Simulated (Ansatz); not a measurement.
**F on a Mo(100) slab cut from the Im-3m phase: a line through a two-coordinate scan**

Aim: follow the energy of F on a Mo(100) slab cut from the Im-3m phase (16 atoms of substrate and one adsorbate in a 2 × 2 cell) along one coordinate, position of F17 along the second surface vector, from above Mo13, with the other held at position of F17 along the first surface vector, from above Mo13 = 0.000.

The COD entry's cell or inner coordinates are ideal or old and differ from later refinements, so a difference from it is no clean test against experiment.

Program: Ansatz 0.2.0. Level of theory: DFT PBE+D3(BJ), scalar-relativistic, plane waves, PAW. These are calculated values, not measurements.

4 further runs of the same task are left out: 4 set aside as unsound or not needed. Runs told in other sessions of the task aren't counted.

## 1. The structure to begin with

Symmetry: P4mm, No. 99, tetragonal system. The conventional cell has a = 6.261 Å, b = 6.261 Å, c = 21.977 Å, α = 90.00°, β = 90.00°, γ = 90.00°. Around Mo (site symmetry m) lie 4 Mo at 2.71 Å. Mo (site symmetry 4mm) is surrounded by 13 Mo at 2.71 to 3.13 Å. Around Mo (site symmetry 2mm) lie 13 Mo at 2.71 to 3.13 Å. Mo (site symmetry m) has 8 Mo at 2.61 to 2.75 Å in its first shell of neighbours. Around Mo (site symmetry 4mm) lie 9 Mo at 2.61 to 3.13 Å and 1 F at 3.10 Å. Mo (site symmetry 2mm) has 4 Mo at 2.61 Å in its first shell of neighbours. Mo (site symmetry 4mm) has 4 Mo at 2.61 Å in its first shell of neighbours. Only part of the 9 independent sites is listed.

Coordinates:

```
CELL_PARAMETERS angstrom
6.26050 0.00000 0.00000
0.00000 6.26050 0.00000
0.00000 0.00000 21.97680
ATOMIC_POSITIONS crystal
Mo 0.25000 0.25000 0.18201
Mo 0.25000 0.75000 0.18201
Mo 0.75000 0.25000 0.18201
Mo 0.75000 0.75000 0.18201
Mo 0.00000 0.00000 0.25323
Mo 0.00000 0.50000 0.25323
Mo 0.50000 0.00000 0.25323
Mo 0.50000 0.50000 0.25323
Mo 0.25000 0.25000 0.32713
Mo 0.25000 0.75000 0.32713
Mo 0.75000 0.25000 0.32713
Mo 0.75000 0.75000 0.32713
Mo 0.00000 0.00000 0.39027
Mo 0.00000 0.50000 0.39027
Mo 0.50000 0.00000 0.39027
Mo 0.50000 0.50000 0.39027
F 0.00000 0.00000 0.53132
```

This is the geometry of the first run shown, built on a cell relaxed beforehand with the same method.

## 2. Plan of the line

Atoms count from 1 in the order of the input.

F is moved over the surface cell at a fixed height above a rigid substrate; the origin of the map has the adsorbate above Mo13; the height is held at 3.10 Å.

- position of F17 along the first surface vector, from above Mo13: 8 values from 0.000 to 0.875, periodic
- position of F17 along the second surface vector, from above Mo13: 8 values from 0.000 to 0.875, periodic

Nothing else is relaxed. Points are written as (first, second).

The two vectors of the plane (Å): (3.130, 0.000, 0.000); (0.000, 3.130, 0.000).

## 3. The run at (0/8, 0/8) of the map's two axes

The cell repeats along c, and a dipole correction in the vacuum removes the field between the copies.

File input.yaml:

```yaml
crystal:
  lattice:
    - [6.2605007525, 0.0, 0.0]
    - [0.0, 6.2605007525, 0.0]
    - [0.0, 0.0, 21.9767982496]
  atoms:
    - { symbol: Mo, position: [0.25, 0.25, 0.1820101343] }
    - { symbol: Mo, position: [0.25, 0.75, 0.1820101343] }
    - { symbol: Mo, position: [0.75, 0.25, 0.1820101343] }
    - { symbol: Mo, position: [0.75, 0.75, 0.1820101343] }
    - { symbol: Mo, position: [0.0, 0.0, 0.2532272957] }
    - { symbol: Mo, position: [0.0, 0.5, 0.2532272957] }
    - { symbol: Mo, position: [0.5, 0.0, 0.2532272957] }
    - { symbol: Mo, position: [0.5, 0.5, 0.2532272957] }
    - { symbol: Mo, position: [0.25, 0.25, 0.3271327589] }
    - { symbol: Mo, position: [0.25, 0.75, 0.3271327589] }
    - { symbol: Mo, position: [0.75, 0.25, 0.3271327589] }
    - { symbol: Mo, position: [0.75, 0.75, 0.3271327589] }
    - { symbol: Mo, position: [0.0, 0.0, 0.3902660502] }
    - { symbol: Mo, position: [0.0, 0.5, 0.3902660502] }
    - { symbol: Mo, position: [0.5, 0.0, 0.3902660502] }
    - { symbol: Mo, position: [0.5, 0.5, 0.3902660502] }
    - { symbol: F, position: [0.0, 0.0, 0.5313239043] }
basis:
  ecutwfc: 420
kpoints:
  mp_grid: { grid: [5, 5, 1] }
hamiltonian:
  xc: pbe
  pseudopotentials: { kind: paw, azcp: { folder: soft_1 } }
  dispersion: d3bj
scf:
  occupations: { method: gaussian, width: 0.1 }
output:
  forces: true
  eigenvalues: true
efield:
  axis: 3
  dipole_correction: true
  ramp_width: 0.04
```

On the command line:

```console
> ansatz run input.yaml --threads 4 --pin off --max-ram 12288MiB --backend cpu --events-out ev --progress --plain --runs-dir out
```

The log of the run, shortened:

```text
Warning: RAYON_NUM_THREADS=4 ignored (pool sized by the plan → 4); use --threads N
[...]
Pseudopotentials: kind: paw
Pseudopotential: Mo, paw, valence charge 14, recommended cutoff 420 eV (normal), <dir>
Pseudopotential: F, paw, valence charge 7, recommended cutoff 420 eV (normal), <dir>
Functional definition: PBE
[...]
Crystal: 17 atoms, lattice volume = 861.356 Å³
Basis set: ecut = 420 eV, 16941 PW (Γ), exchange–correlation on 90×90×300 points (8 copies of the dense FFT grid, shifted against one another)
Bands: 139, of which v1, the nominal top of the filled ones, is band 116 counted from 1 (115 counted from 0)
Symmetry: 8 space group operations
Space group: P4mm (ITA 99), of the structure as read, at distance tolerance 9.5e-5 Å
k-points: 6 of 25
[...]
SCF iter   1: F=—  HF=-80113.575487 eV  |F-HF|=—  |Δ(HF+E_count)|=         —  Δρ=6.62e-2  dr2=1.30e2  ethr=3.10e-3  p=-0.000 e·Å  D=-5.12e-9 V/Å  ΔV_dip=0.00 eV  dr2_dipole=1.48e1  V_vac-E_F(+/−)=6.19/6.19 eV  ⟨swp⟩=9.2  Hψ=4199  notcnv=0
[...]
SCF iter  23: F=-80094.759371 eV  HF=-80094.759371 eV  |F-HF|=3.72e-8  |Δ(HF+E_count)|=   4.58e-8  Δρ=1.32e-6  dr2=9.07e-9  ethr=4.33e-11  p=-0.835 e·Å  D=-1.75e-1 V/Å  ΔV_dip=3.85 eV  dr2_dipole=3.41e-11  V_vac-E_F(+/−)=7.70/3.85 eV  ⟨swp⟩=15.7  Hψ=5144  notcnv=0
[...]
SCF converged after 23 iterations
Free energy (F): -80094.759371 eV
[...]
E sigma→0 (E₀):  -80094.710257 eV
Entropy (-TS):   -0.098228 eV (-5.778 meV/atom)
Fermi energy:    2.093639 eV
Dipole field:    D = -0.175406 V/Å  (p = -0.834957 e·Å, saw-weighted, corrected)
Work function:   Φ+ = 7.7033 eV   Φ− = 3.8485 eV
Levels:          The Fermi level and band energies are counted from a zero that moves with the ramp; work functions are not
[...]
--- Forces (eV/Å), atoms counted from 1 ---
  atom   1  Mo     0.01101239     0.01101239     1.61282008
  atom   2  Mo     0.01101239    -0.01101239     1.61282008
  atom   3  Mo    -0.01101239     0.01101239     1.61282008
  atom   4  Mo    -0.01101239    -0.01101239     1.61282008
  atom   5  Mo    -0.00000000     0.00000000    -1.71372101
  atom   6  Mo    -0.00000000     0.00000000    -1.66962676
  atom   7  Mo     0.00000000     0.00000000    -1.66962676
  atom   8  Mo     0.00000000     0.00000000    -1.71865462
[...]
--- Band table (eV; the first three rows and the last of 6) ---
[...]
```

Wall time 45 s (4 threads of Arm Neoverse V2, shared host); peak memory 2.3 GiB.

Read from this run: work function 7.70 eV (top face), 3.85 eV (bottom face); dipole along +c -0.835 e·Å per cell.

## 4. Point (0/8, 1/8) of the map's two axes

Changes to input.yaml since step 3:

```diff
@@ -22,3 +22,3 @@
     - { symbol: Mo, position: [0.5, 0.5, 0.3902660502] }
-    - { symbol: F, position: [0.0, 0.0, 0.5313239043] }
+    - { symbol: F, position: [0.0, 0.0625, 0.5313239043] }
 basis:
```

On the command line:

```console
> ansatz run input.yaml --threads 4 --pin off --max-ram 12288MiB --backend cpu --events-out ev --progress --plain --runs-dir out
```

The log of the run, shortened:

```text
Warning: RAYON_NUM_THREADS=4 ignored (pool sized by the plan → 4); use --threads N
[...]
Pseudopotentials: kind: paw
Pseudopotential: Mo, paw, valence charge 14, recommended cutoff 420 eV (normal), <dir>
Pseudopotential: F, paw, valence charge 7, recommended cutoff 420 eV (normal), <dir>
Functional definition: PBE
[...]
Crystal: 17 atoms, lattice volume = 861.356 Å³
Basis set: ecut = 420 eV, 16941 PW (Γ), exchange–correlation on 90×90×300 points (8 copies of the dense FFT grid, shifted against one another)
Bands: 139, of which v1, the nominal top of the filled ones, is band 116 counted from 1 (115 counted from 0)
Symmetry: 2 space group operations
Space group: Pm (ITA 6), of the structure as read, at distance tolerance 9.5e-5 Å
k-points: 9 of 25 (time reversal used)
[...]
SCF converged after 29 iterations
Free energy (F): -80094.737465 eV
[...]
E sigma→0 (E₀):  -80094.688258 eV
Entropy (-TS):   -0.098413 eV (-5.789 meV/atom)
Fermi energy:    2.091489 eV
Dipole field:    D = -0.175685 V/Å  (p = -0.836289 e·Å, saw-weighted, corrected)
Work function:   Φ+ = 7.7094 eV   Φ− = 3.8484 eV
Levels:          The Fermi level and band energies are counted from a zero that moves with the ramp; work functions are not
[...]
--- Forces (eV/Å), atoms counted from 1 ---
  atom   1  Mo     0.00983800     0.01032695     1.61280021
  atom   2  Mo     0.01090873    -0.01024453     1.61250938
  atom   3  Mo    -0.00983800     0.01032695     1.61280021
  atom   4  Mo    -0.01090873    -0.01024453     1.61250938
  atom   5  Mo     0.00000000    -0.01017792    -1.70935954
  atom   6  Mo     0.00000000     0.01027766    -1.66919811
  atom   7  Mo     0.00000000    -0.00756130    -1.67176966
  atom   8  Mo     0.00000000     0.00935955    -1.71701665
[...]
--- Band table (eV; the first three rows and the last of 9) ---
[...]
```

It took 74 s on 4 threads of Arm Neoverse V2, shared host; peak memory 2.5 GiB.

From the log: work function 7.71 eV (top face), 3.85 eV (bottom face); dipole along +c -0.836 e·Å per cell.

## 5. The run at (0/8, 2/8) of the map's two axes

Changes to input.yaml since step 4:

```diff
@@ -22,3 +22,3 @@
     - { symbol: Mo, position: [0.5, 0.5, 0.3902660502] }
-    - { symbol: F, position: [0.0, 0.0625, 0.5313239043] }
+    - { symbol: F, position: [0.0, 0.125, 0.5313239043] }
 basis:
```

On the command line:

```console
> ansatz run input.yaml --threads 4 --pin off --max-ram 12288MiB --backend cpu --events-out ev --progress --plain --runs-dir out
```

The log of the run, shortened:

```text
Warning: RAYON_NUM_THREADS=4 ignored (pool sized by the plan → 4); use --threads N
[...]
Pseudopotentials: kind: paw
Pseudopotential: Mo, paw, valence charge 14, recommended cutoff 420 eV (normal), <dir>
Pseudopotential: F, paw, valence charge 7, recommended cutoff 420 eV (normal), <dir>
Functional definition: PBE
[...]
Crystal: 17 atoms, lattice volume = 861.356 Å³
Basis set: ecut = 420 eV, 16941 PW (Γ), exchange–correlation on 90×90×300 points (8 copies of the dense FFT grid, shifted against one another)
Bands: 139, of which v1, the nominal top of the filled ones, is band 116 counted from 1 (115 counted from 0)
Symmetry: 2 space group operations
Space group: Pm (ITA 6), of the structure as read, at distance tolerance 9.5e-5 Å
k-points: 9 of 25 (time reversal used)
[...]
SCF converged after 35 iterations
Free energy (F): -80094.684512 eV
[...]
E sigma→0 (E₀):  -80094.635044 eV
Entropy (-TS):   -0.098934 eV (-5.820 meV/atom)
Fermi energy:    2.085951 eV
Dipole field:    D = -0.176324 V/Å  (p = -0.839330 e·Å, saw-weighted, corrected)
Work function:   Φ+ = 7.7242 eV   Φ− = 3.8492 eV
Levels:          The Fermi level and band energies are counted from a zero that moves with the ramp; work functions are not
[...]
--- Forces (eV/Å), atoms counted from 1 ---
  atom   1  Mo     0.00770409     0.00806775     1.61256480
  atom   2  Mo     0.00954240    -0.00803683     1.61184097
  atom   3  Mo    -0.00770409     0.00806775     1.61256480
  atom   4  Mo    -0.00954240    -0.00803683     1.61184097
  atom   5  Mo     0.00000000    -0.01842243    -1.69847192
  atom   6  Mo     0.00000000     0.01891240    -1.66874626
  atom   7  Mo     0.00000000    -0.01451911    -1.67762751
  atom   8  Mo     0.00000000     0.01729859    -1.71206300
[...]
--- Band table (eV; the first three rows and the last of 9) ---
[...]
```

It took 89 s on 4 threads of Arm Neoverse V2, shared host; peak memory 2.5 GiB.

Read from this run: work function 7.72 eV (top face), 3.85 eV (bottom face); dipole along +c -0.839 e·Å per cell.

## 6. The run at (0/8, 3/8) of the map's two axes

Changes to input.yaml since step 5:

```diff
@@ -22,3 +22,3 @@
     - { symbol: Mo, position: [0.5, 0.5, 0.3902660502] }
-    - { symbol: F, position: [0.0, 0.125, 0.5313239043] }
+    - { symbol: F, position: [0.0, 0.1875, 0.5313239043] }
 basis:
```

On the command line:

```console
> ansatz run input.yaml --threads 4 --pin off --max-ram 12288MiB --backend cpu --events-out ev --progress --plain --runs-dir out
```

The log of the run, shortened:

```text
Warning: RAYON_NUM_THREADS=4 ignored (pool sized by the plan → 4); use --threads N
[...]
Pseudopotentials: kind: paw
Pseudopotential: Mo, paw, valence charge 14, recommended cutoff 420 eV (normal), <dir>
Pseudopotential: F, paw, valence charge 7, recommended cutoff 420 eV (normal), <dir>
Functional definition: PBE
[...]
Crystal: 17 atoms, lattice volume = 861.356 Å³
Basis set: ecut = 420 eV, 16941 PW (Γ), exchange–correlation on 90×90×300 points (8 copies of the dense FFT grid, shifted against one another)
Bands: 139, of which v1, the nominal top of the filled ones, is band 116 counted from 1 (115 counted from 0)
Symmetry: 2 space group operations
Space group: Pm (ITA 6), of the structure as read, at distance tolerance 9.5e-5 Å
k-points: 9 of 25 (time reversal used)
[...]
SCF converged after 24 iterations
Free energy (F): -80094.631428 eV
[...]
E sigma→0 (E₀):  -80094.581636 eV
Entropy (-TS):   -0.099585 eV (-5.858 meV/atom)
Fermi energy:    2.079722 eV
Dipole field:    D = -0.177056 V/Å  (p = -0.842814 e·Å, saw-weighted, corrected)
Work function:   Φ+ = 7.7409 eV   Φ− = 3.8497 eV
Levels:          The Fermi level and band energies are counted from a zero that moves with the ramp; work functions are not
[...]
--- Forces (eV/Å), atoms counted from 1 ---
  atom   1  Mo     0.00538521     0.00439926     1.61238688
  atom   2  Mo     0.00767612    -0.00446566     1.61107017
  atom   3  Mo    -0.00538521     0.00439926     1.61238688
  atom   4  Mo    -0.00767612    -0.00446566     1.61107017
  atom   5  Mo     0.00000000    -0.02351369    -1.68597284
  atom   6  Mo     0.00000000     0.02418750    -1.67039733
  atom   7  Mo     0.00000000    -0.01997170    -1.68583035
  atom   8  Mo     0.00000000     0.02216850    -1.70428204
[...]
--- Band table (eV; the first three rows and the last of 9) ---
[...]
```

It took 69 s on 4 threads of Arm Neoverse V2, shared host; peak memory 2.5 GiB.

This gives work function 7.74 eV (top face), 3.85 eV (bottom face); dipole along +c -0.843 e·Å per cell.

## 7. The run at (0/8, 4/8) of the map's two axes

Changes to input.yaml since step 6:

```diff
@@ -22,3 +22,3 @@
     - { symbol: Mo, position: [0.5, 0.5, 0.3902660502] }
-    - { symbol: F, position: [0.0, 0.1875, 0.5313239043] }
+    - { symbol: F, position: [0.0, 0.25, 0.5313239043] }
 basis:
```

On the command line:

```console
> ansatz run input.yaml --threads 4 --pin off --max-ram 12288MiB --backend cpu --events-out ev --progress --plain --runs-dir out
```

The log of the run, shortened:

```text
Warning: RAYON_NUM_THREADS=4 ignored (pool sized by the plan → 4); use --threads N
[...]
Pseudopotentials: kind: paw
Pseudopotential: Mo, paw, valence charge 14, recommended cutoff 420 eV (normal), <dir>
Pseudopotential: F, paw, valence charge 7, recommended cutoff 420 eV (normal), <dir>
Functional definition: PBE
[...]
Crystal: 17 atoms, lattice volume = 861.356 Å³
Basis set: ecut = 420 eV, 16941 PW (Γ), exchange–correlation on 90×90×300 points (8 copies of the dense FFT grid, shifted against one another)
Bands: 139, of which v1, the nominal top of the filled ones, is band 116 counted from 1 (115 counted from 0)
Symmetry: 4 space group operations
Space group: Pmm2 (ITA 25), of the structure as read, at distance tolerance 9.5e-5 Å
k-points: 9 of 25
[...]
SCF converged after 26 iterations
Free energy (F): -80094.609378 eV
[...]
E sigma→0 (E₀):  -80094.559423 eV
Entropy (-TS):   -0.099910 eV (-5.877 meV/atom)
Fermi energy:    2.076817 eV
Dipole field:    D = -0.177516 V/Å  (p = -0.845005 e·Å, saw-weighted, corrected)
Work function:   Φ+ = 7.7499 eV   Φ− = 3.8487 eV
Levels:          The Fermi level and band energies are counted from a zero that moves with the ramp; work functions are not
[...]
--- Forces (eV/Å), atoms counted from 1 ---
  atom   1  Mo     0.00431736     0.00000000     1.61235216
  atom   2  Mo     0.00678037     0.00000000     1.61069341
  atom   3  Mo    -0.00431736     0.00000000     1.61235216
  atom   4  Mo    -0.00678037     0.00000000     1.61069341
  atom   5  Mo     0.00000000    -0.02545266    -1.67601181
  atom   6  Mo     0.00000000     0.02545266    -1.67601181
  atom   7  Mo     0.00000000    -0.02286946    -1.69501869
  atom   8  Mo     0.00000000     0.02286946    -1.69501869
[...]
--- Band table (eV; the first three rows and the last of 9) ---
[...]
```

It took 71 s on 4 threads of Arm Neoverse V2, shared host; peak memory 2.5 GiB.

This gives work function 7.75 eV (top face), 3.85 eV (bottom face); dipole along +c -0.845 e·Å per cell.

## 8. What came out

```
position of F17 along the second surface vector, from above Mo13  step  energy (meV)  slope (meV per unit fraction)
                                                           0.000     3             0                              0
                                                           0.125     4            22                            332
                                                           0.250     5            75                            471
                                                           0.375     6           128                            334
                                                           0.500     7           150                              0
                                                           0.625     –           128                           −334
                                                           0.750     –            75                           −471
                                                           0.875     –            22                           −332
```

Energies count from the lowest point of the line. Rows without a step come from runs not printed here or follow by symmetry. Slopes come from the forces (and the stress, where the cell changes), not from differences of energies.

The lowest point computed on the line is at 0.000. The highest point computed, at 0.500, lies 150 meV above the lowest. This is one cut through a surface in two coordinates; it holds the lowest point sampled, which need not be a minimum. The host is rigid and the atom is kept to this plane, so wells and barriers of the map are not those of diffusion. Spin polarisation is off in the runs that give these values; a magnetic solution could lie lower.
